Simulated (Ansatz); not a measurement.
# Cu+ with CO: superposition error and deformation, part 2 of 2

Ansatz 0.2.0, Gaussian basis.

## (12) wB97X-V/def2-TZVPPD

Contents of free-b/in.yaml:

```yaml
crystal:
  periodic: [false, false, false]
  atoms:
    - {symbol: C, position_ang: [-0.012864, -0.018468, 0.254626]}
    - {symbol: O, position_ang: [-0.069929, -0.100606, 1.373560]}
basis:
  gaussian: {orbitals: "def2-TZVPPD.json"}
hamiltonian: {xc: {name: wB97X-V}}
```

The run is started by

```sh
$ ansatz run in.yaml --threads 2 --pin off --events-out ev --progress --plain --max-ram 5222MiB
```

The log of the run, shortened:

```text
Functional definition: wB97X-V
  name "wB97X-V"
  cite "Mardirossian & Head-Gordon, Phys. Chem. Chem. Phys. 16, 9904 (2014) doi:10.1039/C3CP54374A"
  cite "Becke, J. Chem. Phys. 107, 8554 (1997) doi:10.1063/1.475007"
  cite "Vydrov & Van Voorhis, J. Chem. Phys. 133, 244103 (2010) doi:10.1063/1.3521275"
[...]
      + integral(e_c_pw_opposite_spin*poly(b97_u_opposite, cos0, cos1)) + vv10(b, c)
358 factors; their error is unknown
99 factors; integrals over basis functions are off by at most 9.4e-5 eV
[...]
mean field -3083.75691922 eV, -113.3259765356 hartree, gradient 3.7e-5 eV, S^2 0.000000; 0 other end points of the search recorded, 0 dependent functions left out
reference -3083.75691758 eV, -113.3259764757 hartree; 7, 7 occupied and 70, 70 virtual orbitals, 358 factors
Total energy: -3083.75691758 eV, -113.3259764757 hartree
```

Run time: 0.45 s. Hardware: 2 threads of Intel Xeon 6975P-C, shared host.

## (13) wB97M-V/def2-TZVPPD

Edit free-b/in.yaml of step 12 so:

```diff
@@ -7,2 +7,2 @@
   gaussian: {orbitals: "def2-TZVPPD.json"}
-hamiltonian: {xc: {name: wB97X-V}}
+hamiltonian: {xc: {name: wB97M-V}}
```

The run is started by

```sh
$ ansatz run in.yaml --threads 2 --pin off --events-out ev --progress --plain --max-ram 5222MiB
```

The log of the run, shortened:

```text
[... 5 set-up lines as earlier in the session ...]
  # Of w^i u^j: cxij and so on, Table III.
[...]
  gx(w, u) = 1 - cx + cx01*u + cx10*w
  gss(w, u) = css00 + css04*u^4 + css10*w + css20*w^2 + css43*w^4*u^3
  gos(w, u) = cos00 + cos10*w + (cos20 + cos21*u)*w^2 + (cos60 + cos61*u)*w^6
[...]
      + integral(e_c_pw_mod_opposite_spin*gos(b97_w_opposite, b97_u_opposite)) + vv10(b, c)
358 factors; their error is unknown
99 factors; integrals over basis functions are off by at most 9.4e-5 eV
[...]
mean field -3084.11261370 eV, -113.3390480669 hartree, gradient 3.3e-5 eV, S^2 0.000000; 0 other end points of the search recorded, 0 dependent functions left out
reference -3084.11265572 eV, -113.3390496112 hartree; 7, 7 occupied and 70, 70 virtual orbitals, 358 factors
Total energy: -3084.11265572 eV, -113.3390496112 hartree
```

It took 0.5 s on 2 threads of Intel Xeon 6975P-C, shared host.

## (14) B2PLYP/def2-TZVPPD

Edit free-b/in.yaml of step 13 so:

```diff
@@ -7,2 +7,2 @@
   gaussian: {orbitals: "def2-TZVPPD.json"}
-hamiltonian: {xc: {name: wB97M-V}}
+hamiltonian: {xc: {name: B2PLYP}}
```

The run is started by

```sh
$ ansatz run in.yaml --threads 2 --pin off --events-out ev --progress --plain --max-ram 5222MiB
```

The log of the run, shortened:

```text
[... 5 set-up lines as earlier in the session ...]
[...]
485 factors; integrals over basis functions are off by at most 1.1e-3 eV
[...]
mean field -3079.55592115 eV, -113.1715927044 hartree, gradient 6.2e-6 eV, S^2 0.000000; 0 other end points of the search recorded, 0 dependent functions left out
2 core orbitals not correlated: weight in the atoms' cores, before any rotation towards them, 1.000 or more for the frozen orbitals, at most 0.000 for the correlated occupied ones
reference -3079.55603017 eV, -113.1715967109 hartree; 5, 5 occupied and 70, 70 virtual orbitals, 485 factors
second order -11.87529529 eV of doubles, -0.00000000 eV of singles
Total energy: -3082.76235990 eV, -113.2894271550 hartree
```

Run time: 0.35 s. Hardware: 2 threads of Intel Xeon 6975P-C, shared host.

## (15) BLYP-D4/def2-TZVPPD

Edit free-b/in.yaml of step 14 so:

```diff
@@ -7,2 +7,2 @@
   gaussian: {orbitals: "def2-TZVPPD.json"}
-hamiltonian: {xc: {name: B2PLYP}}
+hamiltonian: {xc: {name: BLYP}, dispersion: d4}
```

The run is started by

```sh
$ ansatz run in.yaml --threads 2 --pin off --events-out ev --progress --plain --max-ram 5222MiB
```

The log of the run, shortened:

```text
Functional definition: BLYP
  name "BLYP"
[... 2 set-up lines as earlier in the session ...]
  parameter beta = 0.0042
  parameter a = 0.04918
  parameter b = 0.132
  parameter c = 0.2533
  parameter d = 0.349
  exchange = b88_x(beta = beta)
  correlation = lyp_c(a = a, b = b, c = c, d = d)
358 factors; their error is unknown
mean field evaluation 1: about -3081.7969 eV, gradient 4.1e1 eV
mean field evaluation 2: about -3070.7053 eV, gradient 8.9e1 eV
mean field evaluation 4: about -3084.3848 eV, gradient 1.8e0 eV
mean field evaluation 8: about -3084.3915 eV, gradient 1.4e-2 eV
mean field -3084.39145235 eV, -113.3492951983 hartree, gradient 6.6e-5 eV, S^2 0.000000; 0 other end points of the search recorded, 0 dependent functions left out
reference -3084.39170425 eV, -113.3493044556 hartree; 7, 7 occupied and 70, 70 virtual orbitals, 358 factors
Total energy: -3084.41690448 eV, -113.3502305466 hartree
```

It took 0.2 s on 2 threads of Intel Xeon 6975P-C, shared host.

## (16) revPBE-D4/def2-TZVPPD

Edit free-b/in.yaml of step 15 so:

```diff
@@ -7,2 +7,2 @@
   gaussian: {orbitals: "def2-TZVPPD.json"}
-hamiltonian: {xc: {name: BLYP}, dispersion: d4}
+hamiltonian: {xc: {name: revPBE}, dispersion: d4}
```

The run is started by

```sh
$ ansatz run in.yaml --threads 2 --pin off --events-out ev --progress --plain --max-ram 5222MiB
```

The log of the run, shortened:

```text
Functional definition: revPBE
  name "revPBE"
  cite "Zhang & Yang, Phys. Rev. Lett. 80, 890 (1998) doi:10.1103/PhysRevLett.80.890"
[... 1 set-up line as earlier in the session ...]
  parameter kappa = 1.245
[... 3 set-up lines as earlier in the session ...]
358 factors; their error is unknown
mean field evaluation 1: about -3081.6869 eV, gradient 3.7e1 eV
mean field evaluation 2: about -3073.2708 eV, gradient 7.9e1 eV
mean field evaluation 4: about -3083.8762 eV, gradient 1.4e0 eV
mean field evaluation 8: about -3083.8793 eV, gradient 1.7e-2 eV
mean field -3083.87930871 eV, -113.3304742666 hartree, gradient 5.4e-5 eV, S^2 0.000000; 0 other end points of the search recorded, 0 dependent functions left out
reference -3083.87935377 eV, -113.3304759225 hartree; 7, 7 occupied and 70, 70 virtual orbitals, 358 factors
Total energy: -3083.92142999 eV, -113.3320221950 hartree
```

Wall time 0.2 s (2 threads of Intel Xeon 6975P-C, shared host).

## (17) B97M-V/def2-TZVPPD

Edit free-b/in.yaml of step 16 so:

```diff
@@ -7,2 +7,2 @@
   gaussian: {orbitals: "def2-TZVPPD.json"}
-hamiltonian: {xc: {name: revPBE}, dispersion: d4}
+hamiltonian: {xc: {name: B97M-V}}
```

The run is started by

```sh
$ ansatz run in.yaml --threads 2 --pin off --events-out ev --progress --plain --max-ram 5222MiB
```

The log of the run, shortened:

```text
[... 5 set-up lines as earlier in the session ...]
  # Of w^i u^j: cxij and so on, Table III.
[...]
  gx(w, u) = cx00 + cx01*u + cx02*u^2 + (cx10 + cx11*u)*w
  gss(w, u) = css00 + css02*u^2 + css10*w + (css32*w^3 + css42*w^4)*u^2
  gos(w, u) = cos00 + cos01*u + cos03*u^3 + cos10*w + cos32*w^3*u^2
[...]
      + integral(e_c_pw_mod_opposite_spin*gos(b97_w_opposite, b97_u_opposite)) + vv10(b, c)
358 factors; their error is unknown
[...]
mean field -3084.13927602 eV, -113.3400278889 hartree, gradient 1.3e-5 eV, S^2 0.000000; 0 other end points of the search recorded, 0 dependent functions left out
reference -3084.13932444 eV, -113.3400296683 hartree; 7, 7 occupied and 70, 70 virtual orbitals, 358 factors
Total energy: -3084.13932444 eV, -113.3400296683 hartree
```

Run time: 0.45 s. Hardware: 2 threads of Intel Xeon 6975P-C, shared host.

## (18) HSE06-D4/def2-TZVPPD

Edit free-b/in.yaml of step 17 so:

```diff
@@ -7,2 +7,2 @@
   gaussian: {orbitals: "def2-TZVPPD.json"}
-hamiltonian: {xc: {name: B97M-V}}
+hamiltonian: {xc: hse06, dispersion: d4}
```

The run is started by

```sh
$ ansatz run in.yaml --threads 2 --pin off --events-out ev --progress --plain --max-ram 5222MiB
```

The log of the run, shortened:

```text
Functional definition: HSE06
  name "HSE06"
  cite "Heyd, Scuseria & Ernzerhof, J. Chem. Phys. 118, 8207 (2003) doi:10.1063/1.1564060"
  cite "Krukau, Vydrov, Izmaylov & Scuseria, J. Chem. Phys. 125, 224106 (2006) doi:10.1063/1.2404663"
  cite "Heyd & Scuseria, J. Chem. Phys. 120, 7274 (2004) doi:10.1063/1.1668634"
  cite "Ernzerhof & Perdew, J. Chem. Phys. 109, 3313 (1998) doi:10.1063/1.476928"
[... 2 set-up lines as earlier in the session ...]
[...]
  # The whole range is PBE's own exchange, as in plane waves. The composition of these papers is wPBEh.
[...]
358 factors; their error is unknown
28 factors; integrals over basis functions are off by at most 2.1e-4 eV
[...]
mean field -3081.03761345 eV, -113.2260438921 hartree, gradient 7.2e-5 eV, S^2 0.000000; 0 other end points of the search recorded, 0 dependent functions left out
reference -3081.03764676 eV, -113.2260451162 hartree; 7, 7 occupied and 70, 70 virtual orbitals, 358 factors
Total energy: -3081.04550849 eV, -113.2263340294 hartree
```

Wall time 0.25 s (2 threads of Intel Xeon 6975P-C, shared host).

## (19) CCSD(T)/def2-TZVPPD

Edit free-b/in.yaml of step 18 so:

```diff
@@ -7,2 +7,2 @@
   gaussian: {orbitals: "def2-TZVPPD.json"}
-hamiltonian: {xc: hse06, dispersion: d4}
+correlation: {method: ccsd_t}
```

The run is started by

```sh
$ ansatz run in.yaml --threads 2 --pin off --events-out ev --progress --plain --max-ram 5222MiB
```

The log of the run, shortened:

```text
[... 4 set-up lines as earlier in the session ...]
[...]
485 factors; integrals over basis functions are off by at most 1.1e-3 eV
[...]
mean field -3069.06914719 eV, -112.7862108693 hartree, gradient 1.5e-6 eV, S^2 0.000000; 0 other end points of the search recorded, 0 dependent functions left out
2 core orbitals not correlated: weight in the atoms' cores, before any rotation towards them, 1.000 or more for the frozen orbitals, at most 0.000 for the correlated occupied ones
reference -3069.06914719 eV, -112.7862108693 hartree; 5, 5 occupied and 70, 70 virtual orbitals, 485 factors
second order -9.62316781 eV of doubles, -0.00000000 eV of singles
cycle   1  -9.32349572 eV  change    3.0e-1 eV  update   9.2e-2
[...]
cycle   9  -9.72213325 eV  change    6.8e-6 eV  update   4.1e-6
perturbative correction -0.45657548 eV, -0.0167788396 hartree
Total energy: -3079.24785592 eV, -113.1602715159 hartree
```

It took 0.4 s on 2 threads of Intel Xeon 6975P-C, shared host.

## (20) The split

```csv
method,interaction with counterpoise (kcal/mol),without,superposition error,deformation,binding energy
PBE-D4,-48.28,-48.77,0.48,0.57,-47.71
revPBE-D4,-44.35,-44.82,0.47,0.67,-43.68
BLYP-D4,-45.55,-46.08,0.52,0.57,-44.98
r2SCAN-D4,-46.92,-47.31,0.39,0.30,-46.62
B97M-V,-43.22,-43.54,0.32,0.19,-43.03
PBE0-D4,-38.54,-38.97,0.43,0.18,-38.36
B3LYP-D4,-38.58,-39.06,0.47,0.22,-38.36
HSE06-D4,-38.43,-38.85,0.42,0.19,-38.24
wB97X-V,-35.37,-35.79,0.42,0.26,-35.10
wB97M-V,-34.22,-34.60,0.38,0.21,-34.01
B2PLYP,-36.67,-37.53,0.86,0.38,-36.29
Hartree-Fock,-10.62,-10.96,0.34,-0.53,-11.14
MP2,-35.03,-36.68,1.65,0.60,-34.44
CCSD,-26.94,-28.39,1.45,0.31,-26.63
CCSD(T),-30.29,-32.06,1.77,0.52,-29.77
```

## (21) Outcome

The summary covers parts 1 to 2.

```
            quantity            value
interaction, CCSD(T)  -30.29 kcal/mol
 superposition error    1.77 kcal/mol
         deformation    0.52 kcal/mol
      binding energy  -29.77 kcal/mol
```

What this shows: In this basis the superposition error is 1.77 kcal/mol for CCSD(T) and 0.43 kcal/mol on average for the plain functionals: correlated methods borrow far more, since they need many more functions to converge. Deformation takes back 2 % of the interaction. The free shapes are PBE0-D4 minima, so other methods can show a small negative deformation energy.
